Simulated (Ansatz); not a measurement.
Write a Python script for the Ansatz DFT code, driven from Python that makes a charge-density difference against the sublattices of La₂PI₂, space group P-3m1. Use (first run): LDA, PAW, cutoff 460 eV, 6×6×2 k-points, Fermi-Dirac smearing of 0.1 eV.

```xyz
5
Lattice="4.3406 0.0000 0.0000 -2.1703 3.7591 0.0000 0.0000 0.0000 11.0718" Properties=species:S:1:pos:R:3 pbc="T T T"
La    0.0000    2.5060    9.4619
La    2.1703    1.2530    1.6100
P     0.0000    0.0000    0.0000
I     2.1703    1.2530    7.3257
I     0.0000    2.5060    3.7462
```

`la2pi2.py`:
```python
'''Density difference of La2PI2 against its sublattices.'''

import ansatz as az
import numpy as np

vectors0 = np.array([
    [4.34058481, 0.0, 0.0],
    [-2.1702924, 3.75905671, 0.0],
    [0.0, 0.0, 11.07183342],
])
sites = [
    ('La', (1 / 3, 2 / 3, 0.85458902)),
    ('La', (2 / 3, 1 / 3, 0.14541098)),
    ('P', (0.0, 0.0, 0.0)),
    ('I', (2 / 3, 1 / 3, 0.66165013)),
    ('I', (1 / 3, 2 / 3, 0.33834987)),
]


def crystal_on(cell):
    crystal = az.Crystal(lattice=az.Lattice.of(cell))
    for symbol, position in sites:
        crystal = crystal.atom(symbol, position)
    return crystal

# one cutoff and one grid for all runs, so that the fields can be subtracted
def solve(crystal):
    return (
        crystal.calculation()
        .occupations('fermi_dirac', width=0.1)
        .functional('lda')
        .basis(460, grid_basis='typed')  # plane waves up to this kinetic energy
        .kpoints(6, 6, 2)
        .density()
        .run(threads=1)
    )


whole = solve(crystal_on(vectors0))
difference = whole.density().channels[0].density_e_per_ang3.copy()
binding = whole.report['free_energy_ev']
for element in ['La', 'P', 'I']:
    part = az.Crystal(lattice=az.Lattice.of(vectors0))
    for symbol, position in sites:
        if symbol == element:
            part = part.atom(symbol, position)
    alone = solve(part)
    difference -= alone.density().channels[0].density_e_per_ang3
    binding -= alone.report['free_energy_ev']
    print(f'{element} sublattice: {alone.report["n_electrons"]:g} electrons, {alone.report["n_iterations"]} iterations')

voxel = abs(np.linalg.det(vectors0)) / difference.size
print(f'energy of the crystal less its unpolarised sublattices: {binding / len(sites):.4f} eV/atom')
print(f'net charge of the difference {difference.sum() * voxel:.5f} e, charge rearranged {0.5 * np.abs(difference).sum() * voxel:.3f} e')
print(f'extremes {difference.min():.4f} and {difference.max():.4f} e/A^3')
for (symbol, position) in sites:
    index = tuple(int(round(p * n)) % n for p, n in zip(position, difference.shape))
    print(f'  change of the pseudo-density at the grid point nearest {symbol}: {difference[index]:+.4f} e/A^3')
```

```console
$ python la2pi2.py
La sublattice: 22 electrons, 8 iterations
P sublattice: 5 electrons, 7 iterations
I sublattice: 34 electrons, 7 iterations
energy of the crystal less its unpolarised sublattices: -3.5402 eV/atom
net charge of the difference 0.00000 e, charge rearranged 1.191 e
extremes -0.0633 and 0.0774 e/A^3
  change of the pseudo-density at the grid point nearest La: -0.0096 e/A^3
  change of the pseudo-density at the grid point nearest La: -0.0096 e/A^3
  change of the pseudo-density at the grid point nearest P: -0.0448 e/A^3
  change of the pseudo-density at the grid point nearest I: +0.0419 e/A^3
  change of the pseudo-density at the grid point nearest I: +0.0419 e/A^3
```

The cell holds an odd number of electrons and is run without spin, so a magnetic state may lie lower. The mesh is modest for a metal, so energies can be off by several to tens of meV an atom and pressures by half a GPa or more; differences at equal mesh fare better. The fields are valence quantities on the plane-wave grid; their values near the nuclei depend on the potentials. The structure comes from a database of computed cells and needn't be a stable or known phase. Charge moved counts every rearrangement, bonding and polarisation too, and is no transfer between atoms; the bare sublattices are artificial references. Values near the nuclei depend on the potentials. The whole script took 16 s on 1 thread of Arm Neoverse V1, on a shared host, peak memory 0.5 GiB.
